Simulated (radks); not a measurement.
# Ir⁴⁺ in [Xe] 4f14 5d5: an all-electron calculation

Wanted: eigenvalues, radial structure and energy terms of the iridium ion Ir4+.

Program: radks (a radial shooting solver on a logarithmic mesh, Libxc functionals) version 1. Level of theory: scalar-relativistic Kohn-Sham, PBE, spin-polarised, spherical densities, point nucleus; open shells are filled with parallel spins first. These are calculated values, not measurements, unless marked.

### Step 1. What is computed

| Property | Result |
| --- | --- |
| element | iridium (Z = 77) |
| charge | +4 |
| electrons | 73 |
| configuration | [Xe] 4f14 5d5 |

The outer shells:

Ir⁴⁺
```
[Xe] core
4f [↑↓][↑↓][↑↓][↑↓][↑↓][↑↓][↑↓]
5d [↑ ][↑ ][↑ ][↑ ][↑ ]
```

### Step 2. The run

The run's settings:

```text
Z 77
configuration [Xe] 4f14 5d5 6s0 6p0
relativity scalar-relativistic
functional pbe,pbe
spin polarised
nucleus point
c 137.035999084
```

Launch:

```console
python run_ks.py task.json out
```

All runs below come from this command, one after another.

What does the calculation give?

**Answer**, as computed:

```
                        quantity                   value
                    total energy     -17824.0129 hartree
exchange-correlation share of it                  1.93 %
                            −T/E                  1.1121
          highest occupied level       5d up, -52.094 eV
    most extended occupied level  5d up, <r> = 1.48 bohr
 radius at density 0.001 e/bohr³               3.14 bohr
    maxima of the radial density                       4
         ionisation energy, NIST          57 (theory) eV
```

5 principal shells are occupied and 4 maxima appear in the radial density; where shells overlap, one shows as a shoulder or not at all. −T/E is 1.112: with relativity the kinetic term as defined here no longer equals −E. Minus the highest eigenvalue, 52.094 eV, is 91 % of the tabulated ionisation energy (57 eV). Open shells are spherical and high-spin; term and fine-structure splittings are not resolved. Spin-orbit splitting is averaged out at the scalar-relativistic level.
